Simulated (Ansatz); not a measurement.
**CH5Al (SMILES [H][Al]([H])[CH3]): RPA@PBE/STO-3G**

What is the electronic atomisation energy of CH5Al at RPA@PBE/STO-3G? 

The calculation is run with Ansatz 0.2.0.

56 further runs of the same task are left out: 2 that didn't finish, 54 set aside as unsound or not needed.

## 1. The structure to begin with

CH5Al has 7 atoms, charge 0, and is taken as a singlet. SMILES: `[H][Al]([H])[CH3]`. Geometry: a GFN2-xTB relaxation, a rough one for these elements and not checked as a minimum.

Bond lengths: Al1–C4 1.985 Å, Al1–H2 1.551 Å, Al1–H3 1.551 Å, C4–H5 1.097 Å, C4–H6 1.098 Å, C4–H7 1.098 Å. Angles: Al1–C4–H5 113.2°, Al1–C4–H6 112.2°, Al1–C4–H7 112.2°, H2–Al1–C4 123.8°, H3–Al1–C4 123.7°, H5–C4–H6 106.1°, H5–C4–H7 105.9°, H6–C4–H7 106.7°, H2–Al1–H3 112.5°.

## 2. The energy at RPA@PBE/STO-3G

File molecule.yaml:

```yaml
crystal:
  periodic: [false, false, false]
  atoms:
    - {symbol: Al, position_ang: [0.532240, 0.925980, -0.002840]}
    - {symbol: H, position_ang: [2.079610, 1.030730, 0.039470]}
    - {symbol: H, position_ang: [-0.157080, 2.315610, -0.032820]}
    - {symbol: C, position_ang: [-0.456800, -0.794540, -0.002750]}
    - {symbol: H, position_ang: [-0.578610, -1.223840, -1.005100]}
    - {symbol: H, position_ang: [-1.469240, -0.690290, 0.408830]}
    - {symbol: H, position_ang: [0.049890, -1.563640, 0.595200]}
basis:
  gaussian:
    orbitals: STO-3G
correlation:
  method: rpa
  frozen_orbitals: {Al: 5, C: 1, H: 0}
accuracy: high
hamiltonian:
  xc: pbe
```

Launch:

```
$ ansatz run molecule.yaml --threads 1 --pin off --max-ram 2610MiB --events-out events.jsonl --progress --plain --runs-dir runs
```

The log of the run:

```text
Warning: RAYON_NUM_THREADS=1 ignored (pool sized by the plan → 1); use --threads N
Functional definition: PBE
  name "PBE"
  parameter kappa = 0.804
  parameter beta = 0.06672455060314922
  exchange = pbe_x(kappa = kappa, mu = beta*pi^2/3)
  correlation = pbe_c(beta = beta)
336 factors; integrals over basis functions are off by at most 1.4e-8 eV
mean field evaluation 1: about -7615.0688 eV, gradient 2.3e1 eV
mean field evaluation 2: about -7615.0013 eV, gradient 2.3e1 eV
mean field evaluation 4: about -7616.7652 eV, gradient 3.3e0 eV
mean field evaluation 8: about -7616.7969 eV, gradient 2.5e-3 eV
mean field evaluation 16: about -7616.7969 eV, gradient 8.5e-9 eV
mean field -7616.79686813 eV, -279.9121220534 hartree, gradient 8.6e-9 eV, S^2 0.000000; 0 other end points of the search recorded, 0 dependent functions left out
6 core orbitals not correlated: weight in the atoms' cores, before any rotation towards them, 0.999 or more for the frozen orbitals, at most 0.000 for the correlated occupied ones
reference -7600.41190617 eV, -279.3099858075 hartree; 6, 6 occupied and 7, 7 virtual orbitals, 336 factors
Total energy: -7605.51256648 eV, -279.4974316165 hartree
```

Wall time 1.6 s (1 thread of Arm Neoverse V2, shared host); peak memory 0.1 GiB.

## 3. The Al atom

File molecule.yaml:

```yaml
crystal:
  periodic: [false, false, false]
  atoms:
    - symbol: Al
      position_ang: [0.000000, 0.000000, 0.000000]
basis:
  gaussian:
    orbitals: STO-3G
correlation:
  method: rpa
  frozen_orbitals: {Al: 5}
hamiltonian:
  xc: pbe
accuracy: high
magnetization:
  spin_polarized: true
  initial_magnetization: 1
total_charge: 0
```

Run the same way, it converges to -238.91265 Eh (log not shown).

## 4. The C atom at the same level

File molecule.yaml:

```yaml
crystal:
  periodic: [false, false, false]
  atoms:
    - {symbol: C, position_ang: [0.000000, 0.000000, 0.000000]}
basis:
  gaussian:
    orbitals: STO-3G
hamiltonian:
  xc: {name: PBE}
correlation:
  method: rpa
  frozen_orbitals: {C: 1}
accuracy: high
magnetization:
  spin_polarized: true
  initial_magnetization: 2
```

Launch:

```
$ ansatz run molecule.yaml --threads 1 --pin off --max-ram 2610MiB --events-out events.jsonl --progress --plain --runs-dir runs
```

The log of the run:

```text
Warning: RAYON_NUM_THREADS=1 ignored (pool sized by the plan → 1); use --threads N
[... 6 set-up lines as earlier in the session ...]
15 factors; integrals over basis functions are off by at most 9.8e-10 eV
mean field evaluation 1: about -1014.6260 eV, gradient 1.7e-12 eV
mean field evaluation 2: about -1014.6263 eV, gradient 7.8e-12 eV
mean field evaluation 4: about -1014.6261 eV, gradient 0.0e0 eV
mean field evaluation 8: about -1014.6262 eV, gradient 9.5e-2 eV
mean field evaluation 16: about -1014.6261 eV, gradient 1.1e-11 eV
mean field -1014.62632258 eV, -37.2868296162 hartree, gradient 1.5e-23 eV, S^2 2.000000; 7 other end points of the search recorded, 0 dependent functions left out
1 core orbitals not correlated: weight in the atoms' cores, before any rotation towards them, 1.000 or more for the frozen orbitals, at most 0.000 for the correlated occupied ones
reference -1012.21982732 eV, -37.1983925466 hartree; 3, 1 occupied and 1, 3 virtual orbitals, 15 factors
Total energy: -1013.94380846 eV, -37.2617476849 hartree
```

Wall time 0.34 s (1 thread of Arm Neoverse V2, shared host).

## 5. The H atom, same level

File in.yaml:

```yaml
crystal:
  periodic: [false, false, false]
  atoms:
    - {symbol: H, position_ang: [0.000000, 0.000000, 0.000000]}
basis:
  gaussian: {orbitals: STO-3G}
magnetization: {spin_polarized: true, initial_magnetization: 1}
hamiltonian: {xc: pbe}
correlation: {method: rpa, frozen_orbitals: {H: 0}}
accuracy: high
```

Run the same way, it converges to -0.46658 Eh (log not shown).

## 6. Results

At RPA@PBE/STO-3G, 6 core orbitals frozen:

```
                                  quantity          value
                    molecule: total energy  -279.49743 Eh
molecule: RPA correlation energy (valence)     -187.4 mEh
                     Al atom: total energy  -238.91265 Eh
 Al atom: RPA correlation energy (valence)      -57.5 mEh
Al atom: ⟨S²⟩ of the reference determinant          0.750
                      C atom: total energy   -37.26175 Eh
  C atom: RPA correlation energy (valence)      -63.4 mEh
 C atom: ⟨S²⟩ of the reference determinant          2.000
                      H atom: total energy    -0.46658 Eh
            H atom: RPA correlation energy        0.0 mEh
 H atom: ⟨S²⟩ of the reference determinant          0.750
             electronic atomisation energy      26.943 eV
```

In words: Taking the molecule apart into free atoms costs 26.94 eV (2600 kJ/mol), before zero-point energy and without spin-orbit coupling. In a minimal basis such a difference can be off by several eV, whatever the method.
